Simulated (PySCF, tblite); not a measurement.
# C₅H₉AlO: geometry, infrared bands and NMR shifts

What infrared bands and NMR shifts should C₅H₉AlO (`C=CCC(=C)[O][AlH2]`) show?

The runs use tblite 0.8.0 and PySCF 2.14.0, with density-fitted response routines of our own; the level of theory stands in each step. All values are computed, except where a source is named. Atoms count from 0, in the outputs and in this text.

## 1. The molecule as given

16 atoms, charge 0, multiplicity 1; geometry from: force field or distance geometry start.

Bonds of the start (Å): C0–C1 1.32, C1–C2 1.50, C2–C3 1.47, C3–C4 1.34, C3–O5 1.38, O5–Al6 1.86, C0–H7 1.10, C0–H8 1.09, C1–H9 1.07, C2–H10 1.12, C2–H11 1.11, C4–H12 1.10, C4–H13 1.09, Al6–H14 1.60, Al6–H15 1.61.

## 2. Geometry optimisation with GFN2-xTB

What the job is given:

```
{"job": {"kind": "relax", "xc": "GFN2-xTB", "basis": "xTB"}, "charge": 0, "multiplicity": 1}
C     -1.932700     1.675800     0.410200
C     -1.334200     0.715100    -0.277300
C     -1.080700    -0.589600     0.413900
C      0.343200    -0.945300     0.491800
C      0.698100    -2.097100    -0.085600
O      1.271000    -0.172000     1.153100
Al     2.623600     0.709600     0.229900
H     -2.215500     1.426100     1.446500
H     -2.151000     2.654300    -0.007100
H     -1.006300     0.838100    -1.290200
H     -1.693500    -1.378900    -0.102100
H     -1.489100    -0.497100     1.444300
H      1.751000    -2.402700    -0.039200
H     -0.012800    -2.725700    -0.616300
H      2.181900     1.795500    -0.859500
H      4.039500     1.002900     0.943800
```

Run with:

```bash
OMP_NUM_THREADS=1 python probes_run.py task.json out
```

The driver reads the jobs from task.json and runs them one after another.

**Question.** This job is followed by: GFN2-xTB harmonic vibrations, gas phase; GIAO PBE0/pcSseg-1 NMR shielding, non-relativistic, gas phase. What will the session give for the following? strongest single infrared mode (GFN2-xTB); zero-point energy (GFN2-xTB); 13C shifts against TMS (PBE0/pcSseg-1); 1H shifts against TMS (PBE0/pcSseg-1, means over atoms taken as alike); 17O shifts against H2O (PBE0/pcSseg-1); 27Al shifts against AlH4- (PBE0/pcSseg-1).

The runs gave:

| quantity | value |
| --- | --- |
| strongest single infrared mode (GFN2-xTB) | 1819 cm⁻¹, 456 km/mol |
| zero-point energy (GFN2-xTB) | 74.1 kcal/mol |
| 13C shifts against TMS (PBE0/pcSseg-1) | 171.3, 161.1, 112.4, 93.3, 47.9 ppm |
| 1H shifts against TMS (PBE0/pcSseg-1, means over atoms taken as alike) | 7.22, 5.58, 5.44, 4.61, 4.31, 4.28, 3.10 ppm |
| 17O shifts against H2O (PBE0/pcSseg-1) | 166.0 ppm |
| 27Al shifts against AlH4- (PBE0/pcSseg-1) | 76.9 ppm |

Over 171 steps the energy fell by 1.323 eV; of the close pairs, O5–Al6 changed most, 1.860 to 1.663 Å. No mode is imaginary among the 42: a minimum at this level. The strongest single mode, at 1819 cm⁻¹, moves mainly H15. Unscaled tight-binding wavenumbers are off by several per cent, some by more. Its intensities can rank the bands wrongly. H9 (hydrogen on an alkene CH) lies farthest downfield among hydrogen, at 7.22 ppm; olefinic region. At PBE0/pcSseg-1: The largest span, 282 ppm, is at C1, where the paramagnetic term is -242 ppm.
